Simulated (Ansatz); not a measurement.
**HfSnO4: the band gap up the ladder of functionals**

One table from this session's results is given with a row withheld; the runs are named, their logs left out.

Program: Ansatz 0.2.0. PAW datasets, plane waves. The calculation is spin-unpolarised, and the structure need not be a phase that has been made.

### Starting point

The cell was relaxed beforehand with r2SCAN.

The symmetry is P-4m2 (No. 115, tetragonal); conventional cell a = 3.564 Å, c = 5.338 Å, 11.30 Å³ an atom. Near Sn stand 4 O at 2.04 Å; near Hf stand 4 O at 2.03 Å; near O stand 2 Sn at 2.04 Å; near O stand 2 Hf at 2.03 Å.

As a file:

```cif
data_structure
_symmetry_space_group_name_H-M 'P 1'
_symmetry_Int_Tables_number 1
_cell_length_a 3.5643
_cell_length_b 3.5643
_cell_length_c 5.3382
_cell_angle_alpha 90.000
_cell_angle_beta 90.000
_cell_angle_gamma 90.000
_cell_volume 67.82
loop_
_atom_site_label
_atom_site_type_symbol
_atom_site_fract_x
_atom_site_fract_y
_atom_site_fract_z
_atom_site_occupancy
Sn1 Sn 0.50000 0.50000 0.50000 1
Hf1 Hf 0.00000 0.00000 0.00000 1
O1 O 0.50000 0.00000 0.68437 1
O2 O 0.00000 0.50000 0.81805 1
O3 O 0.00000 0.50000 0.31563 1
O4 O 0.50000 0.00000 0.18195 1
```

Set-up of the first run:

input.yaml

```yaml
crystal:
  lattice:
    - [3.564292314, 0.0, 0.0]
    - [0.0, 3.564292314, 0.0]
    - [0.0, 0.0, 5.3382279969]
  atoms:
    - { symbol: Sn, position: [0.5, 0.5, 0.5] }
    - { symbol: Hf, position: [0.0, 0.0, 0.0] }
    - { symbol: O, position: [0.5, 0.0, 0.6843683553] }
    - { symbol: O, position: [0.0, 0.5, 0.8180465337] }
    - { symbol: O, position: [0.0, 0.5, 0.3156316447] }
    - { symbol: O, position: [0.5, 0.0, 0.1819534663] }
kpoints:
  mp_grid: { grid: [8, 8, 6] }
  band_path:
    path:
      - [[0.0, 0.0, 0.0], [1.479265112046e-52, 0.5, 9.453848009671e-68], [0.5, 0.5, 6.693346236523e-34], [0.0, 0.0, 0.0], [2.194228637213e-50, 3.839673272244e-84, 0.5], [2.194228637213e-50, 0.5, 0.5], [0.5, 0.5, 0.5], [2.194228637213e-50, 3.839673272244e-84, 0.5]]
      - [[1.479265112046e-52, 0.5, 9.453848009671e-68], [2.194228637213e-50, 0.5, 0.5]]
      - [[0.5, 0.5, 6.693346236523e-34], [0.5, 0.5, 0.5]]
    npoints: 10
hamiltonian:
  xc: pbe
scf:
  occupations: { method: fermi_dirac, width: 0.02 }
  n_extra_bands: 5
output:
  forces: true
  stress: true
  eigenvalues: true
```

Run with:

```bash
$ ansatz run input.yaml --threads 4 --pin off --max-ram 6451MiB --backend cpu --events-out ev --progress --plain --runs-dir out
```

Steps of the session up to this table: Band structure with PBE; r2SCAN; HSE06; Single point with PBE+SOC; PBE0 at the same geometry.

One of the session's tables, all rows but one given; the rest of the session is left out.

```
  level  gap (eV)
    PBE      2.03
 r2SCAN         ?
  HSE06      3.43
PBE+SOC      2.04
   PBE0      4.16
```

Q: Estimate the row for r2SCAN from the others.

As computed: gap (eV): 2.58. In the column «gap (eV)» it lies between PBE+SOC (2.04) and HSE06 (3.43).

Meshes: PBE 8×8×6, r2SCAN 8×8×6, HSE06 4×4×4, PBE+SOC 8×8×6, PBE0 4×4×4

In words: PBE gives the least gap, 2.03 eV, and PBE0 the largest, 4.16 eV. Against HSE06, PBE is short by 1.40 eV, at 59 % of it, and r2SCAN 75 %. PBE0 lies 0.72 eV above HSE06, which differs from it by screening the long-range exchange.

Limits of these values: Warnings in the runs' records: stress exchange threshold loose, stress scf threshold loose.
